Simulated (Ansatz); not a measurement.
# InHClF (SMILES [F][InH][Cl]): single points off equilibrium

Computed with Ansatz 0.2.0, Gaussian basis. Level: single points in def2-TZVPP.

Correlated methods freeze the cores. Filled d shells of the heavier atoms are correlated. Core potentials replace the inner electrons past krypton, and spin-orbit coupling is left out.

**1. The starting structure**

4 atoms, charge 0, spin multiplicity 1.

Atoms are counted from 1 here; the program's logs count them from 0.

Bond lengths: F1–In2 1.955 Å, In2–Cl3 2.332 Å, In2–H4 1.729 Å. Angles: F1–In2–Cl3 112.3°, F1–In2–H4 107.0°, Cl3–In2–H4 140.6°.

Coordinates:

```xyz
4
ClFHIn
F    -1.5529   -0.0310    0.8984
In    0.0887    0.1164   -0.1530
Cl    1.6730   -1.4864    0.4482
H    -0.1361    1.4230   -1.2622
```

**2. CCSD(T)/def2-TZVPP**

run/in.yaml

```yaml
crystal:
  periodic: [false, false, false]
  atoms:
    - {symbol: F, position_ang: [-1.552900, -0.031000, 0.898400]}
    - {symbol: In, position_ang: [0.088700, 0.116400, -0.153000]}
    - {symbol: Cl, position_ang: [1.673000, -1.486400, 0.448200]}
    - {symbol: H, position_ang: [-0.136100, 1.423000, -1.262200]}
basis:
  gaussian: {orbitals: def2-TZVPP}
correlation: {method: ccsd_t}
output: {forces: true}
```

On the command line:

```bash
ansatz run in.yaml --threads 4 --pin off --events-out ev --progress --plain --max-ram 5222MiB
```

Q: Estimate wall time and peak memory on 4 threads of Intel Xeon 6975P-C, shared host.

About 43 s, with a peak of 1.6 GiB.
